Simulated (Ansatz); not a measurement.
# C3H10SSi: the cost of one run

Method: RKS PBE0/6-31G, in Ansatz 0.2.0.

**1. The starting structure**

Bond lengths: C1–C2 1.513 Å, C2–C3 1.560 Å, C3–Si4 1.963 Å, C3–S5 1.807 Å, C1–H6 1.167 Å, C1–H7 1.069 Å, C1–H8 1.056 Å, C2–H9 1.093 Å, C2–H10 1.115 Å, C3–H11 1.074 Å, Si4–H12 1.474 Å, Si4–H13 1.540 Å, Si4–H14 1.415 Å, S5–H15 1.346 Å. Angles (14 of 25 angles, heavy atoms first): C1–C2–C3 114.6°, C2–C3–Si4 111.5°, C2–C3–S5 112.2°, Si4–C3–S5 108.1°, C1–C2–H9 104.4°, C1–C2–H10 109.2°, C3–C2–H9 112.1°, C3–C2–H10 112.1°, C2–C1–H6 108.1°, C2–C1–H7 111.6°, C2–C1–H8 110.6°, C2–C3–H11 107.4°, Si4–C3–H11 108.8°, S5–C3–H11 108.8°.

Coordinates:

```xyz
15

C    -0.8993   -1.0472    1.6400
C     0.1648   -0.3471    0.8234
C    -0.2516   -0.0245   -0.6455
Si    1.2827    0.5752   -1.7130
S    -1.5275    1.2526   -0.7296
H    -1.7941   -0.3104    1.7792
H    -0.5485   -1.2889    2.6205
H    -1.2721   -1.8887    1.1215
H     1.0280   -1.0161    0.8694
H     0.5090    0.5611    1.3714
H    -0.6396   -0.9291   -1.0752
H     1.7821    1.8470   -1.1611
H     0.7333    0.7939   -3.1348
H     2.2707   -0.4366   -1.6802
H    -0.8597    2.2080   -0.0567
```

**2. End point A**

input.yaml

```yaml
crystal:
  periodic: [false, false, false]
  atoms:
    - { symbol: C, position_ang: [-0.8993, -1.0472, 1.64] }
    - { symbol: C, position_ang: [0.1648, -0.3471, 0.8234] }
    - { symbol: C, position_ang: [-0.2516, -0.0245, -0.6455] }
    - { symbol: Si, position_ang: [1.2827, 0.5752, -1.713] }
    - { symbol: S, position_ang: [-1.5275, 1.2526, -0.7296] }
    - { symbol: H, position_ang: [-1.7941, -0.3104, 1.7792] }
    - { symbol: H, position_ang: [-0.5485, -1.2889, 2.6205] }
    - { symbol: H, position_ang: [-1.2721, -1.8887, 1.1215] }
    - { symbol: H, position_ang: [1.028, -1.0161, 0.8694] }
    - { symbol: H, position_ang: [0.509, 0.5611, 1.3714] }
    - { symbol: H, position_ang: [-0.6396, -0.9291, -1.0752] }
    - { symbol: H, position_ang: [1.7821, 1.847, -1.1611] }
    - { symbol: H, position_ang: [0.7333, 0.7939, -3.1348] }
    - { symbol: H, position_ang: [2.2707, -0.4366, -1.6802] }
    - { symbol: H, position_ang: [-0.8597, 2.208, -0.0567] }
basis:
  gaussian: { orbitals: "6-31G" }
hamiltonian:
  xc: pbe0
relax:
  f_tol: 0.015
  max_steps: 40
```

Command:

```sh
$ ansatz run input.yaml --threads 1 --pin off --max-ram 2048MiB --backend cpu --events-out ev --progress --plain --runs-dir out
```

What time and memory should one allow on 1 thread of Arm Neoverse V2, shared host?

About 36 s, with a peak of 0.18 GiB.
